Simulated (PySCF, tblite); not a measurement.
**C3H13NSSi2: geometry, infrared bands and NMR shifts**

What infrared bands and NMR shifts should C3H13NSSi2 (`CN(CC[SiH3])[SiH2]S`) show?

Programs: tblite 0.8.0 and PySCF 2.14.0, with density-fitted response routines of our own. Each step states its level of theory. These are calculated values for one molecule in the gas phase, unless marked as measured. Atoms count from 0, in the outputs and in this text.

**1. The molecule as given**

20 atoms, charge 0, multiplicity 1; geometry from: force field or distance geometry start.

Bonds of the start (Å): C0–N1 1.48, N1–C2 1.45, C2–C3 1.49, C3–Si4 1.87, N1–Si5 1.83, Si5–S6 2.17, C0–H7 1.11, C0–H8 1.09, C0–H9 1.10, C2–H10 1.10, C2–H11 1.13, C3–H12 1.13, C3–H13 1.12, Si4–H14 1.48, Si4–H15 1.46, Si4–H16 1.49, Si5–H17 1.44, Si5–H18 1.44, S6–H19 1.40.

**2. Relaxing the molecule with GFN2-xTB**

The job: settings as JSON, then the geometry in Å.

```
{"job": {"kind": "relax", "xc": "GFN2-xTB", "basis": "xTB"}, "charge": 0, "multiplicity": 1}
C      1.358400     0.725200    -1.549500
N      0.646500    -0.446300    -0.981100
C     -0.492000     0.136200    -0.289200
C     -1.550600    -0.839900     0.100400
Si    -2.886900     0.102300     1.011600
Si     1.834500    -0.975400     0.305300
S      2.597900     0.854400     1.182500
H      2.074100     1.106300    -0.794800
H      0.615500     1.512700    -1.687200
H      1.925900     0.464700    -2.451300
H     -0.940500     0.937400    -0.895900
H     -0.154000     0.601500     0.685300
H     -2.067400    -1.306400    -0.784500
H     -1.195100    -1.678800     0.758800
H     -2.473100     1.517700     1.122500
H     -3.144000    -0.368500     2.364600
H     -4.127500     0.129200     0.187600
H      2.894200    -1.673000    -0.382700
H      1.138200    -1.780100     1.280800
H      3.940700     0.991500     0.813700
```

Launch:

```console
$ OMP_NUM_THREADS=1 python probes_run.py task.json out
```

The driver reads the jobs from task.json and runs them one after another.

**Question.** This job is followed by: GFN2-xTB harmonic vibrations, gas phase; GIAO PBE0/pcSseg-1 NMR shielding, non-relativistic, gas phase. Predict these results of the whole session: strongest single infrared mode (GFN2-xTB); zero-point energy (GFN2-xTB); 13C shifts against TMS (PBE0/pcSseg-1); 1H shifts against TMS (PBE0/pcSseg-1, means over atoms taken as alike); 15N shifts against NH3 (PBE0/pcSseg-1); 29Si shifts against TMS (PBE0/pcSseg-1); 33S shifts against CS2 (PBE0/pcSseg-1); surface potential, 1st and 99th percentile.

The runs gave:

| quantity | value |
| --- | --- |
| strongest single infrared mode (GFN2-xTB) | 785 cm⁻¹, 525 km/mol |
| zero-point energy (GFN2-xTB) | 93.3 kcal/mol |
| 13C shifts against TMS (PBE0/pcSseg-1) | 50.3, 36.7, 7.9 ppm |
| 1H shifts against TMS (PBE0/pcSseg-1, means over atoms taken as alike) | 5.16, 3.78, 3.17, 2.70, 0.92, 0.27 ppm |
| 15N shifts against NH3 (PBE0/pcSseg-1) | 41.9 ppm |
| 29Si shifts against TMS (PBE0/pcSseg-1) | -29.6, -75.4 ppm |
| 33S shifts against CS2 (PBE0/pcSseg-1) | -234 ppm |
| surface potential, 1st and 99th percentile | -0.92 V and 1.19 V |

Over 276 steps the energy fell by 1.727 eV; of the close pairs, N1–Si5 changed most, 1.829 to 1.714 Å. No mode is imaginary among the 54: a minimum at this level. GFN2-xTB is a fitted tight-binding method: band positions and strengths are rough. Its intensities can rank the bands wrongly. At PBE0/pcSseg-1: The largest span, 264 ppm, is at S6, where the paramagnetic term is -322 ppm.
